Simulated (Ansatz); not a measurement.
# ClF₂HOSW: up Jacob's ladder to CCSD(T)

The task here is to estimate one member of a computed series from the others.

Program: Ansatz 0.2.0, Gaussian basis. Level of theory: functionals in def2-TZVPP, the program's frozen cores in correlated methods. These are calculated values, not measurements.

The runs, in order: LDA (SPW92), PBE-D4, revPBE-D4, BLYP-D4, r2SCAN-D4, B97M-V, PBE0-D4, B3LYP-D4, r2SCANh-D4, r2SCAN0-D4, HSE06-D4, BHLYP-D4, CAM-B3LYP-D4, LC-ωPBE, ωB97X-V, ωB97M-V, B2PLYP, PBE-QIDH; CCSD(T)/def2-SVP; CCSD(T)/def2-TZVPP; MP2/def2-QZVPP; extrapolation to the limit; RPA on PBE.

### The geometry

The geometry comes from an earlier relaxation with PBE0-D4 in a triple-zeta def2 set; it is a stationary point, not always the lowest conformer. W takes the def2 core potential; no spin-orbit term is included.

SMILES `[OH][W]([F])([F])(=[S])[Cl]`, 7 atoms, charge 0, spin multiplicity 1.

Atoms are counted from 1 here; the program's logs count them from 0.

Bond lengths: O1–W2 1.856 Å, O1–H7 0.962 Å, W2–F3 1.914 Å, W2–F4 1.843 Å, W2–S5 2.138 Å, W2–Cl6 2.253 Å. Angles: W2–O1–H7 118.9°, O1–W2–F3 83.5°, O1–W2–F4 120.7°, O1–W2–S5 97.2°, O1–W2–Cl6 114.5°, F3–W2–F4 82.2°, F3–W2–S5 176.6°, F3–W2–Cl6 86.1°, F4–W2–S5 94.6°, F4–W2–Cl6 121.4°, S5–W2–Cl6 96.6°.

Set-up of the first run:

The input, in.yaml:

```yaml
crystal:
  periodic: [false, false, false]
  atoms:
    - {symbol: O, position_ang: [-0.749975, -0.389620, -1.287552]}
    - {symbol: W, position_ang: [0.129653, -0.008371, 0.301633]}
    - {symbol: F, position_ang: [-1.485239, -0.657570, 1.096908]}
    - {symbol: F, position_ang: [0.873990, -1.357247, 1.312964]}
    - {symbol: S, position_ang: [1.987121, 0.605188, -0.560064]}
    - {symbol: Cl, position_ang: [-0.403555, 1.983309, 1.210495]}
    - {symbol: H, position_ang: [-0.290696, -0.243788, -2.120084]}
basis:
  gaussian: {orbitals: def2-TZVPP}
hamiltonian: {xc: lda}
output: {orbitals: {seedname: orbitals}}
```

Command:

```console
$ ansatz run in.yaml --threads 4 --pin off --events-out ev --progress --plain --max-ram 10444MiB
```

Among the steps run: LDA; PBE-D4 (GGA); revPBE-D4 (GGA); BLYP-D4 (GGA); r2SCAN-D4 (meta-GGA); B97M-V (meta-GGA); PBE0-D4 (hybrid); B3LYP-D4 (hybrid); r2SCANh-D4 (hybrid); r2SCAN0-D4 (hybrid); HSE06-D4 (hybrid); BHLYP-D4 (hybrid); CAM-B3LYP-D4 (range-separated); LC-ωPBE (range-separated); ωB97X-V (range-separated); ωB97M-V (range-separated); B2PLYP (double hybrid); PBE-QIDH (double hybrid).

One table of the session follows, with a row left open; its other results are not shown here.

It belongs to the step «Frontier levels by functional». 

```
  functional  HOMO (eV)  LUMO (eV)  gap (eV)
 LDA (SPW92)      -7.49      -4.43      3.06
      PBE-D4      -7.30      -4.22      3.09
   revPBE-D4      -7.23      -4.14      3.10
     BLYP-D4      -7.13      -4.09      3.04
   r2SCAN-D4      -7.64      -4.26      3.38
      B97M-V      -7.68      -4.20      3.48
     PBE0-D4      -8.57      -3.64      4.93
    B3LYP-D4      -8.32      -3.81      4.51
  r2SCANh-D4      -8.10      -4.03      4.07
  r2SCAN0-D4      -8.79      -3.67      5.12
    HSE06-D4      -8.18      -4.01      4.17
    BHLYP-D4      -9.66      -2.89      6.77
CAM-B3LYP-D4      -9.83      -2.63      7.20
     LC-ωPBE          ?          ?         ?
     ωB97X-V     -10.79      -1.64      9.16
     ωB97M-V     -10.64      -1.64      9.00
```

Estimate the missing values for LC-ωPBE.

As computed: HOMO (eV): -11.12; LUMO (eV): -1.60; gap (eV): 9.52. In the column «HOMO (eV)» it is the lowest.
